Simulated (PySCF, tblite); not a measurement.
# C9H16O: geometry, infrared bands and NMR shifts

Aim: predict the infrared bands and NMR shifts of C9H16O (`OC[C@@H]1CC[C@H]2CCC[C@H]21`).

Computed with tblite 0.8.0 and PySCF 2.14.0, with density-fitted response routines of our own, on a single molecule in the gas phase. Atoms count from 0, in the outputs and in this text.

### 1 The molecule as given

26 atoms, charge 0, multiplicity 1; geometry from: force field or distance geometry start.

Bonds of the start (Å): O0–C1 1.38, C1–C2 1.52, C2–C3 1.49, C3–C4 1.49, C4–C5 1.52, C5–C6 1.51, C6–C7 1.51, C7–C8 1.49, C8–C9 1.49, C9–C2 1.50, C9–C5 1.50, O0–H10 0.97, C1–H11 1.10, C1–H12 1.12, C2–H13 1.11, C3–H14 1.11, C3–H15 1.10, C4–H16 1.11, C4–H17 1.13, C5–H18 1.11, C6–H19 1.09, C6–H20 1.11, C7–H21 1.10, C7–H22 1.12, C8–H23 1.10, C8–H24 1.11, C9–H25 1.11.

### 2 Optimising the geometry with GFN2-xTB

What the job is given:

```
{"job": {"kind": "relax", "xc": "GFN2-xTB", "basis": "xTB"}, "charge": 0, "multiplicity": 1}
O      2.856000     1.213000    -0.264100
C      2.476900    -0.117400    -0.267100
C      1.074100    -0.250800     0.294300
C      0.727400    -1.704000     0.263600
C     -0.741000    -1.793700     0.007700
C     -1.149600    -0.502000    -0.673300
C     -2.259300     0.176100     0.090600
C     -1.724300     1.477300     0.628000
C     -0.453900     1.702600    -0.123100
C      0.059900     0.385200    -0.607500
H      3.349500     1.469000     0.527800
H      2.576100    -0.565300    -1.269100
H      3.166000    -0.690000     0.413000
H      1.012800     0.104500     1.341200
H      0.943200    -2.190600     1.232600
H      1.277700    -2.286900    -0.485800
H     -1.290500    -1.858000     0.968200
H     -1.005500    -2.683900    -0.633300
H     -1.392900    -0.647600    -1.741800
H     -3.092300     0.340100    -0.589000
H     -2.506500    -0.457400     0.964900
H     -1.591300     1.421800     1.716500
H     -2.421900     2.308500     0.359000
H      0.285100     2.250700     0.477100
H     -0.678300     2.348800    -1.001500
H      0.481400     0.572500    -1.615800
```

Command:

```console
> OMP_NUM_THREADS=1 python probes_run.py task.json out
```

The driver reads the jobs from task.json and runs them one after another.

**Question.** This job is followed by: GFN2-xTB harmonic vibrations, gas phase; GIAO PBE0/pcSseg-1 NMR shielding, non-relativistic, gas phase. What will the session give for the following? strongest single infrared mode (GFN2-xTB); zero-point energy (GFN2-xTB); 13C shifts against TMS (PBE0/pcSseg-1); 1H shifts against TMS (PBE0/pcSseg-1); 17O shifts against H2O (PBE0/pcSseg-1).

The runs gave:

| quantity | value |
| --- | --- |
| strongest single infrared mode (GFN2-xTB) | 2995 cm⁻¹, 207 km/mol |
| zero-point energy (GFN2-xTB) | 147.5 kcal/mol |
| 13C shifts against TMS (PBE0/pcSseg-1) | 74.6, 57.9, 53.2, 47.0, 38.2, 37.6, 36.1, 33.8, 26.1 ppm |
| 1H shifts against TMS (PBE0/pcSseg-1) | 4.33, 3.45, 2.51, 2.20, 1.99, 1.72, 1.54, 1.54, 1.53, 1.51, 1.41, 1.40, 1.07, 1.02 ppm and more |
| 17O shifts against H2O (PBE0/pcSseg-1) | 46.3 ppm |

What this shows: Over 124 steps the energy fell by 0.854 eV; of the close pairs, C5–C9 changed most, 1.501 to 1.551 Å. No mode is imaginary among the 72: a minimum at this level. The strongest single mode, at 2995 cm⁻¹, is spread over several atoms, H19, H21, H24, H16 among them. Unscaled tight-binding wavenumbers are off by several per cent, some by more. Its intensities can rank the bands wrongly. C1 (sp3 CH2 bonded to O) lies farthest downfield among carbon, at 74.6 ppm; deshielded by the electronegative neighbour. At PBE0/pcSseg-1: The largest span, 108 ppm, is at O0, where the paramagnetic term is -99 ppm.
